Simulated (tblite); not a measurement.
# C5H18Si4: the cost of one run

The runs use tblite 0.8.0 and PySCF 2.14.0, with density-fitted response routines of our own; the level of theory stands in each step. All values are computed, except where a source is named. Atoms count from 0, in the outputs and in this text.

## (1) Starting geometry

27 atoms, charge 0, multiplicity 1; geometry from: force field or distance geometry start.

Bonds of the start (Å): C0–Si1 1.89, Si1–Si2 2.24, Si1–Si3 2.25, Si1–Si4 2.20, Si4–C5 1.81, C5–C6 1.52, C6–C7 1.53, C7–C8 1.53, C8–C5 1.53, C0–H9 1.12, C0–H10 1.11, C0–H11 1.11, Si2–H12 1.47, Si2–H13 1.47, Si2–H14 1.47, Si3–H15 1.46, Si3–H16 1.48, Si3–H17 1.46, Si4–H18 1.49, Si4–H19 1.49, C5–H20 1.11, C6–H21 1.12, C6–H22 1.08, C7–H23 1.09, C7–H24 1.11, C8–H25 1.12, C8–H26 1.10.

## (2) Optimising the geometry with GFN2-xTB

Job settings and geometry (Å):

```
{"job": {"kind": "relax", "xc": "GFN2-xTB", "basis": "xTB"}, "charge": 0, "multiplicity": 1}
C     -1.386700    -1.736100    -0.950400
Si    -1.388500     0.080900    -0.435600
Si    -1.938200     0.337100     1.717600
Si    -2.985400     1.047800    -1.695300
Si     0.517700     1.024300    -0.980500
C      1.991100     0.551800    -0.035800
C      2.370000    -0.920700     0.011200
C      2.969200    -0.599300     1.379100
C      1.845800     0.431700     1.483800
H     -2.466300    -2.034200    -0.947800
H     -0.930100    -1.873200    -1.951200
H     -0.875800    -2.305700    -0.149500
H     -1.424000     1.584500     2.298200
H     -3.404600     0.295400     1.858800
H     -1.281000    -0.756900     2.455300
H     -4.153000     0.170000    -1.637300
H     -3.360200     2.348600    -1.096500
H     -2.539700     1.167800    -3.081700
H      0.733000     0.767200    -2.427700
H      0.353500     2.496600    -0.846200
H      2.905600     1.155200    -0.224100
H      1.499000    -1.604000     0.155300
H      3.084900    -1.254400    -0.731200
H      3.955100    -0.151500     1.233900
H      2.889900    -1.409300     2.126900
H      0.918200    -0.122400     1.764900
H      2.080300     1.335300     2.058900
```

The run is started by

```sh
OMP_NUM_THREADS=1 python probes_run.py task.json out
```

One launch serves the whole session: the jobs run in the order shown.

**Question.** How long does this first job take on 1 thread of Arm Neoverse N1, shared host, and how much memory does it need?

About 4.5 s, with a peak of 0.18 GiB.
